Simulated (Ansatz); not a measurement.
# Pd (Pd, simple cubic): the cost of one run

Program: Ansatz 0.2.0. Level of theory: DFT BLYP, plane waves (420 eV) with PAW, scalar-relativistic; the PAW data stem from PBE, with regenerated cores. These are calculated values, not measurements.

## 1. The structure to begin with

It takes space group Pm-3m (No. 221, cubic). Conventional cell: a = 2.514 Å, b = 2.514 Å, c = 2.514 Å, α = 90.00°, β = 90.00°, γ = 90.00°. Pd (site symmetry m-3m) has 6 Pd at 2.51 Å as nearest neighbours.

Coordinates:

```
Pd
1.0
     0.00000    2.51410    2.51410
     2.51410    0.00000    2.51410
     2.51410    2.51410    0.00000
Pd
2
Direct
  0.00000 0.00000 0.00000
  0.50000 0.50000 0.50000
```

Starting moments (μB): +0.5, -0.5.

## 2. Geometry optimisation

The input, input.yaml:

```yaml
crystal:
  lattice:
    - [0.0, 2.5140960172, 2.5140960172]
    - [2.5140960172, 0.0, 2.5140960172]
    - [2.5140960172, 2.5140960172, 0.0]
  atoms:
    - { symbol: Pd, position: [0.0, 0.0, 0.0], spin: 0.5 }
    - { symbol: Pd, position: [0.5, 0.5, 0.5], spin: -0.5 }
hamiltonian:
  xc: blyp
  pseudopotentials:
    kind: paw
    azcp:
      Pd: "pseudopotentials/Pd.paw.azcp"
basis:
  ecutwfc: 420
  fft_grid_basis: typed
kpoints:
  mp_grid: { grid: [11, 11, 11], shift: [0, 0, 0] }
magnetization:
  spin_polarized: true
scf:
  occupations: { method: fermi_dirac, width: 0.05 }
relax:
  max_steps: 60
  f_tol: 0.01
  cell: {}
output:
  write_density: true
  write_potential: true
  elf: true
  volumetric_format: npy
```

Launch:

```console
$ ansatz run input.yaml --threads 2 --pin off --max-ram 5120MiB --backend cpu --events-out ev --progress --plain --runs-dir out
```

**Question.** How long does this run take on 2 threads of Arm Neoverse V2, shared host, and how much memory does it need?

About 14 s, with a peak of 0.36 GiB.
